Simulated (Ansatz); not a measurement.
# H₂Se: functionals against CCSD(T) at one geometry

The task here is to estimate one member of a computed series from the others.

The runs use Ansatz 0.2.0, Gaussian basis; single points in def2-TZVPP.

Correlated methods freeze the cores. Filled d shells of the heavier atoms are correlated.

**The system as given**

3 atoms, charge 0, spin multiplicity 1.

Atoms are counted from 1 here; the program's logs count them from 0.

Bond lengths: Se1–H2 1.432 Å, Se1–H3 1.459 Å. Angles: H2–Se1–H3 88.4°.

Coordinates:

```xyz
3

Se    0.5483   -0.2547    0.2913
H     0.0601    1.0769    0.0916
H    -0.6344   -0.7494   -0.4042
```

The first run:

run/in.yaml

```yaml
crystal:
  periodic: [false, false, false]
  atoms:
    - {symbol: Se, position_ang: [0.548300, -0.254700, 0.291300]}
    - {symbol: H, position_ang: [0.060100, 1.076900, 0.091600]}
    - {symbol: H, position_ang: [-0.634400, -0.749400, -0.404200]}
basis:
  gaussian: {orbitals: def2-TZVPP}
correlation: {method: ccsd_t}
output: {forces: true}
```

No record of the launch command was kept for these runs.

Among the steps run: CCSD(T)/def2-TZVPP; PBE0-D4/def2-TZVPP; wB97M-V/def2-TZVPP; r2SCAN-D4/def2-TZVPP; PBE-D4/def2-TZVPP; B97M-V/def2-TZVPP; r2SCAN0-D4/def2-TZVPP.

One table of the session follows, with a row left open; its other results are not shown here.

| method | RMS force component (eV/Å) | angle to CCSD(T) forces (°) | dipole (D) |
| --- | --- | --- | --- |
| CCSD(T) | 0.316 | reference | 0.76 |
| PBE0-D4 | 0.377 | 8.5 | 0.78 |
| wB97M-V | ? | ? | ? |
| r2SCAN-D4 | 0.365 | 8.4 | 0.79 |
| PBE-D4 | 0.532 | 22.1 | 0.73 |
| B97M-V | 0.324 | 1.8 | 0.73 |
| r2SCAN0-D4 | 0.292 | 6.8 | 0.81 |

**Question.** Estimate the row for wB97M-V.

As computed: RMS force component (eV/Å): 0.323; angle to CCSD(T) forces (°): 0.5; dipole (D): 0.74. In the column «RMS force component (eV/Å)» it lies between CCSD(T) (0.316) and B97M-V (0.324).
